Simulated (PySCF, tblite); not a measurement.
**C₄H₉FO₃Si: geometry, infrared bands and NMR shifts**

What infrared bands and NMR shifts should C₄H₉FO₃Si (`CO[Si](O)(/C=C/F)OC`) show?

Programs: tblite 0.8.0 and PySCF 2.14.0, with density-fitted response routines of our own. Each step states its level of theory. These are calculated values for one molecule in the gas phase, unless marked as measured. Atoms are numbered from 0 throughout.

## Step 1: The molecule as given

18 atoms, charge 0, multiplicity 1; geometry from: force field or distance geometry start.

Bonds of the start (Å): C0–O1 1.43, O1–Si2 1.65, Si2–O3 1.66, Si2–C4 1.83, C4–C5 1.33, C5–F6 1.35, Si2–O7 1.66, O7–C8 1.42, C0–H9 1.10, C0–H10 1.09, C0–H11 1.09, O3–H12 0.96, C4–H13 1.07, C5–H14 1.08, C8–H15 1.11, C8–H16 1.10, C8–H17 1.10.

## Step 2: Optimising the geometry with GFN2-xTB

The job: settings as JSON, then the geometry in Å.

```
{"job": {"kind": "relax", "xc": "GFN2-xTB", "basis": "xTB"}, "charge": 0, "multiplicity": 1}
C      1.706600    -1.817200     0.227000
O      0.336400    -1.482000    -0.035800
Si    -0.022000     0.059000    -0.494000
O      0.907300     0.448600    -1.818300
C      0.235300     1.251900     0.865800
C      0.883800     2.409800     0.751000
F      1.036600     3.225600     1.812800
O     -1.599200     0.098300    -1.024900
C     -2.606800    -0.491200    -0.215300
H      2.108400    -1.209300     1.045600
H      1.737000    -2.864900     0.536800
H      2.306700    -1.711800    -0.673000
H      0.485200     0.203600    -2.641200
H     -0.178100     0.960700     1.810000
H      1.354600     2.838300    -0.125000
H     -2.669100    -0.002100     0.777200
H     -3.574400    -0.339300    -0.711600
H     -2.457200    -1.571800    -0.098800
```

Started as:

```console
$ OMP_NUM_THREADS=1 python probes_run.py task.json out
```

This one command runs all jobs of the session in turn.

**Question.** This job is followed by: GFN2-xTB harmonic vibrations, gas phase; GIAO PBE0/pcSseg-1 NMR shielding, non-relativistic, gas phase. What will the session give for the following? strongest single infrared mode (GFN2-xTB); zero-point energy (GFN2-xTB); ¹³C shifts against TMS (PBE0/pcSseg-1, means over atoms taken as alike); ¹H shifts against TMS (PBE0/pcSseg-1, means over atoms taken as alike); ¹⁷O shifts against H2O (PBE0/pcSseg-1, means over atoms taken as alike); ²⁹Si shifts against TMS (PBE0/pcSseg-1); ¹⁹F shifts against CFCl3 (PBE0/pcSseg-1); surface potential, 1st and 99th percentile.

The runs gave:

```
                                                               quantity                       value
                              strongest single infrared mode (GFN2-xTB)        860 cm⁻¹, 277 km/mol
                                           zero-point energy (GFN2-xTB)               81.9 kcal/mol
¹³C shifts against TMS (PBE0/pcSseg-1, means over atoms taken as alike)      170.3, 102.5, 52.3 ppm
 ¹H shifts against TMS (PBE0/pcSseg-1, means over atoms taken as alike)  6.80, 5.14, 3.86, 1.97 ppm
¹⁷O shifts against H2O (PBE0/pcSseg-1, means over atoms taken as alike)              43.3, 33.4 ppm
                                ²⁹Si shifts against TMS (PBE0/pcSseg-1)                   -60.5 ppm
                               ¹⁹F shifts against CFCl3 (PBE0/pcSseg-1)                   -77.5 ppm
                                  surface potential, 1st and 99th percentile          -1.21 V and 1.93 V
```

What this shows: Relaxing lowered the energy by 0.260 eV in 123 steps; the close pair that moved most is Si2–C4, from 1.827 to 1.891 Å. All 48 modes are real, so the xTB geometry is a minimum. The strongest single mode, at 860 cm⁻¹, is carried by H12, Si2, O3. Unscaled tight-binding wavenumbers are off by several per cent, some by more. Its intensities can rank the bands wrongly. At PBE0/pcSseg-1: The largest span, 243 ppm, is at F6, where the paramagnetic term is -222 ppm.
